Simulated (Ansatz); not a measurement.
What does this script print? It uses Ansatz's Python interface.

Script `cas_bh5se.py`:
```python
# -*- coding: utf-8 -*-
import ansatz as az

BASIS = "def2-SVP"

bh5se = (
    az.Crystal.molecule()
    .atom("B", [-0.5114, -0.3552, -0.4278])
    .atom("Se", [1.0436, 0.8423, -0.0261])
    .atom("H", [-0.9321, -0.8911, 0.5288])
    .atom("H", [-0.2003, -1.0858, -1.2911])
    .atom("H", [-1.4522, 0.3702, -0.8391])
    .atom("H", [0.3802, 1.3612, 1.2641])
    .atom("H", [1.7335, -0.3095, 0.7454])
)

base = bh5se.calculation()
base = base.basis(gaussian=BASIS)
base = base.correlation(active_electrons=6, active_orbitals=6)
for method in ["sc_nevpt2"]:
    summary = (base if method is None else base.correlation(method)).run().report
    space = summary["configurations"]
    state = space["states"][0]
    print(method or "casscf", f"total {summary['free_energy_ev'] / 27.211386246:.6f} Ha, active-space state {state['energy']['hartree']:.6f} Ha, mean field {summary['reference_energy_ev'] / 27.211386246:.6f} Ha")
    print("  determinants", state["n_determinants"], " natural occupations", [round(n, 3) for n in space["natural_occupations"]])
```

```console
$ python cas_bh5se.py
sc_nevpt2 total -2427.420754 Ha, active-space state -2427.104589 Ha, mean field -2427.053090 Ha
  determinants 400  natural occupations [1.982, 1.968, 1.961, 0.038, 0.033, 0.019]
```

Notes:
- Total energies depend on the basis set; only differences at equal settings carry meaning.
- The geometry is a force-field or estimated start, not a minimum of this method, and the basis set is short of its limit. The active space starts as a window about the frontier orbitals and is then optimised, not chosen by chemistry.
- Finished in 5.9 s on 1 thread of Arm Neoverse V1 (shared host), peak memory 0.2 GiB.
